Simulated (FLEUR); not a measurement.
# TiB2 (P6/mmm) in FLEUR: notebook

The runs below take TiB2 through band structure, equation of state, with SCAN.

Everything below comes from runs of FLEUR MaX-R8.1 (later development tree). Logs are shortened: lines on timing, memory, paths and dates and some standing lists are left out, and cuts for length are marked.

### Step 1. The structure

Symmetry: P6/mmm, No. 191, hexagonal system. Conventional cell: a = 3.029 Å, b = 3.029 Å, c = 3.228 Å, α = 90.00°, β = 90.00°, γ = 120.00°. Around Ti (site symmetry 6/mmm) lie 12 B at 2.38 Å. B (site symmetry -6m2) is surrounded by 3 B at 1.75 Å.

### Step 2. Band structure, SCAN

File inp.xml:

```xml
<?xml version="1.0" encoding="UTF-8" standalone="no"?>
<fleurInput fleurInputVersion="0.39">
   <comment>
      TiB2                                                                                                
   </comment>
   <calculationSetup>
      <cutoffs Kmax="4.71" Gmax="14.6" GmaxXC="14.6" numbands="0"/>
      <scfLoop itmax="80" minDistance="0.0001" maxIterBroyd="30" imix="Anderson" alpha="0.05" precondParam="0.0" spinf="2.0" sdNocoIR="T"/>
      <coreElectrons ctail="F" frcor="F" kcrel="0" coretail_lmax="0"/>
      <xcFunctional name="LibXC" relativisticCorrections="F">
         <LibXCName exchange="mgga_x_scan" correlation="mgga_c_scan"/>
         <AuxGGA exchange="117" correlation="130"/>
      </xcFunctional>
      <magnetism jspins="1"/>
      <soc l_soc="F" theta="0.0" phi="0.0" spav="F"/>
      <expertModes spex="0" secvar="F"/>
      <geometryOptimization l_f="F" forcealpha="1.0" forcemix="BFGS" epsdisp="0.00001" epsforce="0.00001"/>
      <ldaU l_linMix="F" mixParam="0.05" spinf="1.0"/>
   </calculationSetup>
   <cell>
      <bzIntegration valenceElectrons="18.0" mode="hist" fermiSmearingEnergy="0.00183747">
         <kPointListSelection listName="default-1"/>
         <!-- k-points included here -->
         <xi:include xmlns:xi="http://www.w3.org/2001/XInclude" href="kpts.xml"> </xi:include>
      </bzIntegration>
      <!-- symmetry operations included here -->
[... 33 lines left out ...]
            <stateOccupation state="(2p3/2)" spinUp="0.333333" spinDown="0.333333"/>
         </electronConfig>
         <energyParameters s="2" p="2" d="3" f="4"/>
         <lo type="SCLO" l="0" n="2" eDeriv="2"/>
         <lo type="SCLO" l="1" n="2" eDeriv="2"/>
         <lo type="SCLO" l="2" n="3" eDeriv="2"/>
      </species>
   </atomSpecies>
   <atomGroups>
      <atomGroup species="Titanium (Ti)">
         <relPos label="                   1">.0000000000 .0000000000 .0000000000</relPos>
         <force calculate="T" relaxXYZ="TTT"/>
      </atomGroup>
      <atomGroup species="Boron (B)">
         <relPos label="                   2">-1.000/3.000 1.000/3.000 1.000/2.000</relPos>
         <relPos label="                   3">1.000/3.000 -1.000/3.000 1.000/2.000</relPos>
         <force calculate="T" relaxXYZ="TTT"/>
      </atomGroup>
   </atomGroups>
   <output dos="F" band="F" slice="F">
      <checks vchk="F" cdinf="F"/>
      <bandDOS minEnergy="-.5*Htr" maxEnergy="0.5*Htr" sigma="0.015" storeEVData="T"/>
      <vacuumDOS vacdos="F" integ="F" star="F" nstars="0" locx1="0.0" locy1="0.0" locx2="0.0" locy2="0.0" nstm="0" tworkf="0.0"/>
      <unfoldingBand unfoldBand="F" supercellX="1" supercellY="1" supercellZ="1"/>
      <plotting iplot="0" polar="F">
         <plot TwoD="T" vec1="  1.0  0.0  0.0" vec2="  0.0  1.0  0.0" vec3="  0.0  0.0  1.0" zero="  0.0  0.0  0.0" file="plot"/>
      </plotting>
      <chargeDensitySlicing numkpt="0" minEigenval="0.0" maxEigenval="0.0" nnne="0" pallst="F"/>
      <specialOutput eonly="F"/>
      <moessbauerParams electricFieldGradient="T" isomerShift="T" coreHyperfine="T" valenceHyperfine="T"/>
      <magneticCircularDichroism mcd="F" energyLo="-10.0" energyUp="0.0"/>
   </output>
  <!-- We include the file relax.xml here to enable relaxations (see documentation) -->
  <xi:include xmlns:xi="http://www.w3.org/2001/XInclude" href="relax.xml"> <xi:fallback/> </xi:include>
</fleurInput>
```

File crystal.txt:

```
TiB2
&input cartesian=F /
3.0292000000  0.0000000000  0.0000000000
-1.5146000000  2.6233641531  0.0000000000
0.0000000000  0.0000000000  3.2284000000
1.8897261246
1.0 1.0 1.0

3
22 0.0000000000  0.0000000000  0.0000000000
5 0.6666666667  0.3333333333  0.5000000000
5 0.3333333333  0.6666666667  0.5000000000

&kpt div1=10 div2=10 div3=8 gamma=T /
```

File inp.xml (bands):

```
<?xml version="1.0" encoding="UTF-8" standalone="no"?>
<fleurInput fleurInputVersion="0.39">
   <comment>
      TiB2                                                                                                
   </comment>
   <calculationSetup>
      <cutoffs Kmax="4.71" Gmax="14.6" GmaxXC="14.6" numbands="0"/>
      <scfLoop itmax="80" minDistance="0.0001" maxIterBroyd="30" imix="Anderson" alpha="0.05" precondParam="0.0" spinf="2.0" sdNocoIR="T"/>
      <coreElectrons ctail="F" frcor="F" kcrel="0" coretail_lmax="0"/>
      <xcFunctional name="LibXC" relativisticCorrections="F">
         <LibXCName exchange="mgga_x_scan" correlation="mgga_c_scan"/>
         <AuxGGA exchange="117" correlation="130"/>
      </xcFunctional>
      <magnetism jspins="1"/>
      <soc l_soc="F" theta="0.0" phi="0.0" spav="F"/>
      <expertModes spex="0" secvar="F"/>
      <geometryOptimization l_f="F" forcealpha="1.0" forcemix="BFGS" epsdisp="0.00001" epsforce="0.00001"/>
      <ldaU l_linMix="F" mixParam="0.05" spinf="1.0"/>
   </calculationSetup>
   <cell>
      <bzIntegration valenceElectrons="18.0" mode="hist" fermiSmearingEnergy="0.00183747">
         <kPointListSelection listName="path-1"/>
         <!-- k-points included here -->
         <xi:include xmlns:xi="http://www.w3.org/2001/XInclude" href="kpts.xml"> </xi:include>
      </bzIntegration>
[... 34 lines left out ...]
            <stateOccupation state="(2p3/2)" spinUp="0.333333" spinDown="0.333333"/>
         </electronConfig>
         <energyParameters s="2" p="2" d="3" f="4"/>
         <lo type="SCLO" l="0" n="2" eDeriv="2"/>
         <lo type="SCLO" l="1" n="2" eDeriv="2"/>
         <lo type="SCLO" l="2" n="3" eDeriv="2"/>
      </species>
   </atomSpecies>
   <atomGroups>
      <atomGroup species="Titanium (Ti)">
         <relPos label="                   1">.0000000000 .0000000000 .0000000000</relPos>
         <force calculate="T" relaxXYZ="TTT"/>
      </atomGroup>
      <atomGroup species="Boron (B)">
         <relPos label="                   2">-1.000/3.000 1.000/3.000 1.000/2.000</relPos>
         <relPos label="                   3">1.000/3.000 -1.000/3.000 1.000/2.000</relPos>
         <force calculate="T" relaxXYZ="TTT"/>
      </atomGroup>
   </atomGroups>
   <output dos="F" band="T" slice="F">
      <checks vchk="F" cdinf="F"/>
      <bandDOS minEnergy="-.5*Htr" maxEnergy="0.5*Htr" sigma="0.015" storeEVData="T"/>
      <vacuumDOS vacdos="F" integ="F" star="F" nstars="0" locx1="0.0" locy1="0.0" locx2="0.0" locy2="0.0" nstm="0" tworkf="0.0"/>
      <unfoldingBand unfoldBand="F" supercellX="1" supercellY="1" supercellZ="1"/>
      <plotting iplot="0" polar="F">
         <plot TwoD="T" vec1="  1.0  0.0  0.0" vec2="  0.0  1.0  0.0" vec3="  0.0  0.0  1.0" zero="  0.0  0.0  0.0" file="plot"/>
      </plotting>
      <chargeDensitySlicing numkpt="0" minEigenval="0.0" maxEigenval="0.0" nnne="0" pallst="F"/>
      <specialOutput eonly="F"/>
      <moessbauerParams electricFieldGradient="T" isomerShift="T" coreHyperfine="T" valenceHyperfine="T"/>
      <magneticCircularDichroism mcd="F" energyLo="-10.0" energyUp="0.0"/>
   </output>
  <!-- We include the file relax.xml here to enable relaxations (see documentation) -->
  <xi:include xmlns:xi="http://www.w3.org/2001/XInclude" href="relax.xml"> <xi:fallback/> </xi:include>
</fleurInput>
```

Potentials or basis: all-electron, FLAPW.

The run is started by

```
$ inpgen -f crystal.txt -profile fastHighL
$ # inp.xml edited to the form shown
$ fleur_MPI
$ fleur_MPI   # second run, on inp.xml (bands)
```

Output:

```text
Welcome to FLEUR        (www.flapw.de)
      MaX-Release 8.1          (www.max-centre.eu)
 func_ids         267         263         267         263
 MetaGGA potential functional detected - V_tau will be computed
 Auxiliary Potential for radial basis: exchange=         117  correlation=         130
The functional 'SCAN exchange of Sun, Ruzsinszky, and Perdew' is an exchange functional, it belongs to the 'MGGA' family and is defined in the reference(s):
[1] J. Sun, A. Ruzsinszky, and J. P. Perdew.,  Phys. Rev. Lett. 115, 036402 (2015)
The functional 'SCAN correlation of Sun, Ruzsinszky, and Perdew' is a correlation functional, it belongs to the 'MGGA' family and is defined in the reference(s):
[1] J. Sun, A. Ruzsinszky, and J. P. Perdew.,  Phys. Rev. Lett. 115, 036402 (2015)
 Using same functional for VXC and EXC

 ========== k-point set info ==========
 Selected k-point list: default-1
 k-point list type: mesh
 10 x 10 x 8
 Number of k points: 70

 ------------Calculation Setup---------------------------
 Number of MPI-tasks      :            1
 Number of PE/node        :            1
 Number of OMP-threads    :            1
 Most efficient MPI parallelization for:
           1           2           5           7          10          14          35          70
 Additional eigenvalue parallelization possible
 Number of basis functions:          432
 Approximate size of matrices (H+S) per k-point:         0.003 GB
 --------------------------------------------------------
The functional 'Hammer, Hansen, and Norskov' is an exchange functional, it belongs to the 'GGA' family and is defined in the reference(s):
[1] B. Hammer, L. B. Hansen, and J. K. Nørskov.,  Phys. Rev. B 59, 7413 (1999)
The functional 'Perdew, Burke & Ernzerhof' is a correlation functional, it belongs to the 'GGA' family and is defined in the reference(s):
[1] J. P. Perdew, K. Burke, and M. Ernzerhof.,  Phys. Rev. Lett. 77, 3865 (1996)
[2] J. P. Perdew, K. Burke, and M. Ernzerhof.,  Phys. Rev. Lett. 78, 1396 (1997)
 Using same functional for VXC and EXC
 Using auxiliary GGA potential for the first iteration of MetaGGA calculation.
Nuclear radius smaller than smallest radial mesh point for atom type 2 -- skipping its core isomer shift
Nuclear radius smaller than smallest radial mesh point for atom type 2 -- skipping its isomer shift
 Reset of history
 Reset of history
 Iteration:     1   Distance:      23.11129146 me/bohr^3
The functional 'Hammer, Hansen, and Norskov' is an exchange functional, it belongs to the 'GGA' family and is defined in the reference(s):
[1] B. Hammer, L. B. Hansen, and J. K. Nørskov.,  Phys. Rev. B 59, 7413 (1999)
The functional 'Perdew, Burke & Ernzerhof' is a correlation functional, it belongs to the 'GGA' family and is defined in the reference(s):
[1] J. P. Perdew, K. Burke, and M. Ernzerhof.,  Phys. Rev. Lett. 77, 3865 (1996)
[2] J. P. Perdew, K. Burke, and M. Ernzerhof.,  Phys. Rev. Lett. 78, 1396 (1997)
 Using same functional for VXC and EXC
Nuclear radius smaller than smallest radial mesh point for atom type 2 -- skipping its core isomer shift
Nuclear radius smaller than smallest radial mesh point for atom type 2 -- skipping its isomer shift
 Iteration:     2   Distance:      19.99449809 me/bohr^3
The functional 'Hammer, Hansen, and Norskov' is an exchange functional, it belongs to the 'GGA' family and is defined in the reference(s):
[1] B. Hammer, L. B. Hansen, and J. K. Nørskov.,  Phys. Rev. B 59, 7413 (1999)
The functional 'Perdew, Burke & Ernzerhof' is a correlation functional, it belongs to the 'GGA' family and is defined in the reference(s):
[1] J. P. Perdew, K. Burke, and M. Ernzerhof.,  Phys. Rev. Lett. 77, 3865 (1996)
[2] J. P. Perdew, K. Burke, and M. Ernzerhof.,  Phys. Rev. Lett. 78, 1396 (1997)
 Using same functional for VXC and EXC
Nuclear radius smaller than smallest radial mesh point for atom type 2 -- skipping its core isomer shift
Nuclear radius smaller than smallest radial mesh point for atom type 2 -- skipping its isomer shift
[... 3 lines left out ...]
The functional 'Perdew, Burke & Ernzerhof' is a correlation functional, it belongs to the 'GGA' family and is defined in the reference(s):
[1] J. P. Perdew, K. Burke, and M. Ernzerhof.,  Phys. Rev. Lett. 77, 3865 (1996)
[2] J. P. Perdew, K. Burke, and M. Ernzerhof.,  Phys. Rev. Lett. 78, 1396 (1997)
 Using same functional for VXC and EXC
Nuclear radius smaller than smallest radial mesh point for atom type 2 -- skipping its core isomer shift
Nuclear radius smaller than smallest radial mesh point for atom type 2 -- skipping its isomer shift
 Iteration:     4   Distance:      10.15927418 me/bohr^3
The functional 'Hammer, Hansen, and Norskov' is an exchange functional, it belongs to the 'GGA' family and is defined in the reference(s):
[1] B. Hammer, L. B. Hansen, and J. K. Nørskov.,  Phys. Rev. B 59, 7413 (1999)
The functional 'Perdew, Burke & Ernzerhof' is a correlation functional, it belongs to the 'GGA' family and is defined in the reference(s):
[1] J. P. Perdew, K. Burke, and M. Ernzerhof.,  Phys. Rev. Lett. 77, 3865 (1996)
[2] J. P. Perdew, K. Burke, and M. Ernzerhof.,  Phys. Rev. Lett. 78, 1396 (1997)
 Using same functional for VXC and EXC
Nuclear radius smaller than smallest radial mesh point for atom type 2 -- skipping its core isomer shift
Nuclear radius smaller than smallest radial mesh point for atom type 2 -- skipping its isomer shift
 Iteration:     5   Distance:      10.33094689 me/bohr^3
The functional 'Hammer, Hansen, and Norskov' is an exchange functional, it belongs to the 'GGA' family and is defined in the reference(s):
[1] B. Hammer, L. B. Hansen, and J. K. Nørskov.,  Phys. Rev. B 59, 7413 (1999)
The functional 'Perdew, Burke & Ernzerhof' is a correlation functional, it belongs to the 'GGA' family and is defined in the reference(s):
[1] J. P. Perdew, K. Burke, and M. Ernzerhof.,  Phys. Rev. Lett. 77, 3865 (1996)
[2] J. P. Perdew, K. Burke, and M. Ernzerhof.,  Phys. Rev. Lett. 78, 1396 (1997)
[... 72 lines left out ...]
 Using same functional for VXC and EXC
Nuclear radius smaller than smallest radial mesh point for atom type 2 -- skipping its core isomer shift
Nuclear radius smaller than smallest radial mesh point for atom type 2 -- skipping its isomer shift
 Iteration:    14   Distance:       0.00074743 me/bohr^3
The functional 'Hammer, Hansen, and Norskov' is an exchange functional, it belongs to the 'GGA' family and is defined in the reference(s):
[1] B. Hammer, L. B. Hansen, and J. K. Nørskov.,  Phys. Rev. B 59, 7413 (1999)
The functional 'Perdew, Burke & Ernzerhof' is a correlation functional, it belongs to the 'GGA' family and is defined in the reference(s):
[1] J. P. Perdew, K. Burke, and M. Ernzerhof.,  Phys. Rev. Lett. 77, 3865 (1996)
[2] J. P. Perdew, K. Burke, and M. Ernzerhof.,  Phys. Rev. Lett. 78, 1396 (1997)
 Using same functional for VXC and EXC
Nuclear radius smaller than smallest radial mesh point for atom type 2 -- skipping its core isomer shift
Nuclear radius smaller than smallest radial mesh point for atom type 2 -- skipping its isomer shift
 Iteration:    15   Distance:       0.00025863 me/bohr^3
The functional 'Hammer, Hansen, and Norskov' is an exchange functional, it belongs to the 'GGA' family and is defined in the reference(s):
[1] B. Hammer, L. B. Hansen, and J. K. Nørskov.,  Phys. Rev. B 59, 7413 (1999)
The functional 'Perdew, Burke & Ernzerhof' is a correlation functional, it belongs to the 'GGA' family and is defined in the reference(s):
[1] J. P. Perdew, K. Burke, and M. Ernzerhof.,  Phys. Rev. Lett. 77, 3865 (1996)
[2] J. P. Perdew, K. Burke, and M. Ernzerhof.,  Phys. Rev. Lett. 78, 1396 (1997)
 Using same functional for VXC and EXC
Nuclear radius smaller than smallest radial mesh point for atom type 2 -- skipping its core isomer shift
Nuclear radius smaller than smallest radial mesh point for atom type 2 -- skipping its isomer shift
 Iteration:    16   Distance:       0.00010296 me/bohr^3
The functional 'Hammer, Hansen, and Norskov' is an exchange functional, it belongs to the 'GGA' family and is defined in the reference(s):
[1] B. Hammer, L. B. Hansen, and J. K. Nørskov.,  Phys. Rev. B 59, 7413 (1999)
The functional 'Perdew, Burke & Ernzerhof' is a correlation functional, it belongs to the 'GGA' family and is defined in the reference(s):
[1] J. P. Perdew, K. Burke, and M. Ernzerhof.,  Phys. Rev. Lett. 77, 3865 (1996)
[2] J. P. Perdew, K. Burke, and M. Ernzerhof.,  Phys. Rev. Lett. 78, 1396 (1997)
 Using same functional for VXC and EXC
Nuclear radius smaller than smallest radial mesh point for atom type 2 -- skipping its core isomer shift
Nuclear radius smaller than smallest radial mesh point for atom type 2 -- skipping its isomer shift
 Iteration:    17   Distance:       0.00002754 me/bohr^3

 ********************************************************************
 Run finished successfully
 Stop message:
   all done
 ********************************************************************
```

It took 72 s on 1 thread of Arm Neoverse V1, shared host; peak memory 0.09 GiB.

What came out:

```
Free energy                                           : -24597.8094 eV
Band gap along the path                               : none (metal or under the smearing width)
Valence electrons inside the program's atomic spheres : Ti 11.39; B 1.45 (radii Ti 2.64, B 1.53 bohr)
```

Levels at the corners of the path, in eV from the Fermi level:
```
point  band 7  band 8  band 9  band 10  band 11  band 12
    Γ   -2.77   -2.45   -2.19     2.07     2.07     3.85
    M   -3.47   -3.32   -2.31     1.48     2.95     3.43
    K   -7.65   -1.89   -1.89     1.49     1.49     2.14
    Γ   -2.77   -2.45   -2.19     2.07     2.07     3.85
    A   -0.67   -0.67   -0.05    -0.05     0.51     0.51
    L   -4.85   -4.00   -3.38     2.70     3.13     4.70
    H   -6.01   -3.35   -3.35     2.73     4.45     4.45
    A   -0.67   -0.67   -0.05    -0.05     0.51     0.51
    L   -4.85   -4.00   -3.38     2.70     3.13     4.70
    M   -3.47   -3.32   -2.31     1.48     2.95     3.43
    K   -7.65   -1.89   -1.89     1.49     1.49     2.14
    H   -6.01   -3.35   -3.35     2.73     4.45     4.45
```

Core levels (eV from the Fermi level):
| atom | levels |
| --- | --- |
| 1 Ti | 1s1/2 -4863.4, 2s1/2 -531.8, 2p1/2 -442.7, 2p3/2 -436.9 |
| 2 B | 1s1/2 -173.3 |
| 3 B | 1s1/2 -173.3 |

Caveat: the meta-GGA is that of a development version, with a GGA for the radial functions and cores and without core tails.

(Continued in part 2 of 2.)
